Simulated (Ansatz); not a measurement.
Crystal: ZnH.

```xyz
2
Lattice="0.0000 2.2159 2.2159 2.2159 0.0000 2.2159 2.2159 2.2159 0.0000" Properties=species:S:1:pos:R:3 pbc="T T T"
Zn    0.0000    0.0000    0.0000
H     1.1080    1.1080    1.1080
```

The cell was built by a generator and needn't be a form met in nature.

Base run:

- Program: Ansatz 0.2.0
- Functional: revPBE
- Potentials or basis: Ansatz PAW
- Cutoff: 420 eV
- Density cutoff: 1680 eV
- k mesh: 10 × 10 × 10
- Occupations: fermi-dirac, width 0.05 eV
- Spin: no spin polarisation

Its results: band gap on the k mesh none (metal or under the smearing width); pressure 1.7 GPa.

Q: After a change of settings the same cell gave: band gap on the k mesh none (metal or under the smearing width); pressure 2.3 GPa. Which change was it?
A. functional from revPBE to PBEsol
B. functional from revPBE to LDA
C. functional from revPBE to PBE
D. functional from revPBE to RPBE

A: D.

Caveats: the potentials were made for another functional, which shifts forces and pressure; the PAW data sets come from PBE, with cores solved anew for the run's functional, which leaves a small shift of forces and pressure.

Not every run made on this cell is shown here.
